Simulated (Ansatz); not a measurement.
# Zn5CdS6: the cost of one run

Computed with Ansatz 0.2.0 (DFT PBE, scalar-relativistic, plane waves, PAW, unless a step's input says otherwise).

1 further run of the same task is left out (set aside as unsound or not needed). Runs told in other sessions of the task aren't counted.

## 1. The system as given

The structure is trigonal, space group P31m (No. 157). Conventional cell: a = 6.758 Å, b = 6.758 Å, c = 6.387 Å, α = 90.00°, β = 90.00°, γ = 120.00°. Zn (site symmetry m) has 4 S at 2.36 to 2.38 Å in its first shell of neighbours. Around Zn (site symmetry 3) lie 4 S at 2.34 to 2.37 Å. Cd (site symmetry 3m) is surrounded by 4 S at 2.54 to 2.56 Å. S (site symmetry m) is surrounded by 3 Zn at 2.34 to 2.36 Å and 1 Cd at 2.54 Å. S (site symmetry 3m) is surrounded by 3 Zn at 2.38 Å and 1 Cd at 2.56 Å. S (site symmetry 3) is surrounded by 4 Zn at 2.37 to 2.38 Å.

Structure file:

```cif
data_structure
_symmetry_space_group_name_H-M 'P31m'
_symmetry_Int_Tables_number 157
_cell_length_a 6.7585
_cell_length_b 6.7585
_cell_length_c 6.3872
_cell_angle_alpha 90.000
_cell_angle_beta 90.000
_cell_angle_gamma 120.000
_cell_volume 252.66
loop_
_atom_site_label
_atom_site_type_symbol
_atom_site_symmetry_multiplicity
_atom_site_Wyckoff_symbol
_atom_site_fract_x
_atom_site_fract_y
_atom_site_fract_z
_atom_site_occupancy
Zn1 Zn 3 c 0.66055 0.00000 0.99960 1
Zn2 Zn 2 b 0.66667 0.33333 0.50038 1
Cd1 Cd 1 a 0.00000 0.00000 0.50072 1
S1 S 3 c 0.64540 0.00000 0.36896 1
S2 S 1 a 0.00000 0.00000 0.90074 1
S3 S 2 b 0.66667 0.33333 0.87105 1
```

The cell was relaxed beforehand at this level, from a generated guess; it is a trial structure. At a tolerance of 0.02 Å it has space group P31m (No. 157); it has 21.06 Å³/atom, an uncorrected energy of -0.79 eV/atom over the elements.

## 2. Bands, states and charges

input.yaml reads:

```yaml
crystal:
  lattice:
    - [6.7584826947, 2.89e-08, 0.0]
    - [-3.3792413723, 5.8530176902, 0.0]
    - [0.0, 0.0, 6.3871778]
  atoms:
    - { symbol: Zn, position: [0.660551, 0.0, 0.999603] }
    - { symbol: Zn, position: [0.339449, 0.339449, 0.999603] }
    - { symbol: Zn, position: [0.0, 0.660551, 0.999603] }
    - { symbol: Zn, position: [0.6666666667, 0.3333333333, 0.500383] }
    - { symbol: Zn, position: [0.3333333333, 0.6666666667, 0.500383] }
    - { symbol: Cd, position: [0.0, 0.0, 0.500716] }
    - { symbol: S, position: [0.645399, 0.0, 0.368955] }
    - { symbol: S, position: [0.354601, 0.354601, 0.368955] }
    - { symbol: S, position: [0.0, 0.645399, 0.368955] }
    - { symbol: S, position: [0.0, 0.0, 0.900739] }
    - { symbol: S, position: [0.6666666667, 0.3333333333, 0.871052] }
    - { symbol: S, position: [0.3333333333, 0.6666666667, 0.871052] }
basis:
  ecutwfc: 420
kpoints:
  mp_grid: { grid: [6, 6, 4] }
  band_path:
    path:
      - [[0.0, 0.0, 0.0], [0.5, 0.0, 0.0], [0.33333333, 0.33333333, 0.0], [0.0, 0.0, 0.0], [0.0, 0.0, 0.5], [0.5, 0.0, 0.5], [0.33333333, 0.33333333, 0.5], [0.0, 0.0, 0.5]]
      - [[0.5, 0.0, 0.5], [0.5, 0.0, 0.0]]
      - [[0.33333333, 0.33333333, 0.5], [0.33333333, 0.33333333, 0.0], [0.33333333, 0.33333333, -0.5]]
    npoints: 10
hamiltonian:
  xc: pbe
scf:
  occupations: { method: gaussian, width: 0.02 }
  n_extra_bands: 30
output:
  forces: true
  stress: true
  eigenvalues: true
  populations: true
  dos: { projected: true, de: 0.02, nscf_kmesh: { grid: [9, 9, 6] } }
  bader: false
  write_density: true
  write_potential: true
  elf: true
  volumetric_format: npy
```

Command:

```sh
$ ansatz run input.yaml --threads 4 --pin off --max-ram 8192MiB --backend cpu --events-out ev --progress --plain --runs-dir out
```

**Question.** How long does this run take on 4 threads of AMD EPYC 9R45 (Zen 5), shared host, and how much memory does it need?

About 35 s, with a peak of 1.7 GiB.
